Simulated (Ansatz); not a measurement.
This script for the Ansatz DFT code, driven from Python starts 8 runs on BrFGeH, SMILES [F][GeH][Br]. What input does the engine get in each?

`scan.py`
```python
"""Stretching a bond of BrFGeH, the rest held rigid."""

import ansatz
from ase import Atoms
import numpy as np


def main() -> None:
    atoms = Atoms(["F", "Ge", "Br", "H"], positions=[
        (0.2782, -0.0103, 1.7013),
        (0.4624, 0.1364, -0.0482),
        (-0.6155, -1.661, -1.0969),
        (-0.0696, 1.4746, -0.5766),
    ])
    geometry = ansatz.Crystal.molecule_from_ase(atoms)

    symbols = [site.symbol for site in geometry.cartesian_sites]
    start = np.array([site.position_ang for site in geometry.cartesian_sites])
    axis = (start[0] - start[1]) / np.linalg.norm(start[0] - start[1])
    moving = [0]
    lengths, energies = [1.5, 1.62, 1.77, 1.94, 2.21, 2.65, 3.18, 3.88], []
    for length in lengths:
        xyz = start.copy()
        xyz[moving] += (length - np.linalg.norm(start[0] - start[1])) * axis
        point = ansatz.Crystal.molecule()
        for symbol, place in zip(symbols, xyz):
            point = point.atom(symbol, place.tolist())
        calculation = (
            point.calculation()
            .basis(gaussian="def2-SVP")
            .functional("b3lyp")
            .spin("collinear", total=1)
        )
        summary = calculation.run(threads=1).report
        energies.append(summary["free_energy_ev"])
        print(f"r = {length:6.3f} A  E = {energies[-1]:.5f} eV  <S^2> = {abs(summary['mean_field']['state']['spin_squared']):.3f}")

    print("energy above the lowest point (eV):", [round(e - min(energies), 3) for e in energies])


if __name__ == "__main__":
    main()
```

Run 1:
```yaml
crystal:
  periodic: [false, false, false]
  atoms:
    - { symbol: F, position_ang: [0.30588060196941147, 0.011745300265541068, 1.4383943911754322] }
    - { symbol: Ge, position_ang: [0.4624, 0.1364, -0.0482] }
    - { symbol: Br, position_ang: [-0.6155, -1.661, -1.0969] }
    - { symbol: H, position_ang: [-0.0696, 1.4746, -0.5766] }
basis:
  gaussian:
    orbitals: def2-SVP
hamiltonian:
  xc: b3lyp
magnetization:
  spin_polarized: true
  initial_magnetization: 1.0
```

Run 2, against run 1:
```diff
-    - { symbol: F, position_ang: [0.30588060196941147, 0.011745300265541068, 1.4383943911754322] }
+    - { symbol: F, position_ang: [0.2933590501269644, 0.0017729242867843466, 1.5573219424694669] }
```

Run 3, against run 1:
```diff
-    - { symbol: F, position_ang: [0.30588060196941147, 0.011745300265541068, 1.4383943911754322] }
+    - { symbol: F, position_ang: [0.27770711032390555, -0.010692545686661538, 1.70598138158701] }
```

Run 4, against run 1:
```diff
-    - { symbol: F, position_ang: [0.30588060196941147, 0.011745300265541068, 1.4383943911754322] }
+    - { symbol: F, position_ang: [0.2599682452137722, -0.024820078323233543, 1.874462079253559] }
```

Run 5, against run 1:
```diff
-    - { symbol: F, position_ang: [0.30588060196941147, 0.011745300265541068, 1.4383943911754322] }
+    - { symbol: F, position_ang: [0.23179475356826626, -0.04725792427543615, 2.142049069665137] }
```

Run 6, against run 1:
```diff
-    - { symbol: F, position_ang: [0.30588060196941147, 0.011745300265541068, 1.4383943911754322] }
+    - { symbol: F, position_ang: [0.18588239681262697, -0.08382330286421077, 2.5781167577432633] }
```

Run 7, against run 1:
```diff
-    - { symbol: F, position_ang: [0.30588060196941147, 0.011745300265541068, 1.4383943911754322] }
+    - { symbol: F, position_ang: [0.13057887617515235, -0.12786796343705292, 3.1033801092919164] }
```

Run 8, against run 1:
```diff
-    - { symbol: F, position_ang: [0.30588060196941147, 0.011745300265541068, 1.4383943911754322] }
+    - { symbol: F, position_ang: [0.05753649042754441, -0.1860401566464671, 3.797124158507118] }
```

```console
$ python scan.py
r =  1.500 A  E = -129281.42349 eV  <S^2> = 0.752
r =  1.620 A  E = -129282.50194 eV  <S^2> = 0.752
r =  1.770 A  E = -129282.78642 eV  <S^2> = 0.752
r =  1.940 A  E = -129282.44440 eV  <S^2> = 0.753
r =  2.210 A  E = -129281.45151 eV  <S^2> = 0.756
r =  2.650 A  E = -129280.06168 eV  <S^2> = 0.795
r =  3.180 A  E = -129279.30310 eV  <S^2> = 0.788
r =  3.880 A  E = -129278.94208 eV  <S^2> = 0.759
energy above the lowest point (eV): [1.363, 0.284, 0.0, 0.342, 1.335, 2.725, 3.483, 3.844]
```

Total energies depend on the basis set; only differences at equal settings carry meaning. The rest of the molecule is held rigid at a force-field or estimated start geometry, and the basis set is modest; single-reference methods fail as a bond breaks. The run takes the species as open-shell (spin multiplicity 2), which needn't be its ground state. The expectation value of S² is noticeably off S(S+1) in at least one run, so that state is spin-contaminated. b3lyp holds the VWN-RPA fit, as in Gaussian; the form of ORCA and Turbomole is b3lyp5. Spin-orbit coupling of the heavy open-shell atom is left out. It ran for 50 s on 1 thread of AMD EPYC 7B13 (Zen 3), on a shared host, peak memory 0.37 GiB.
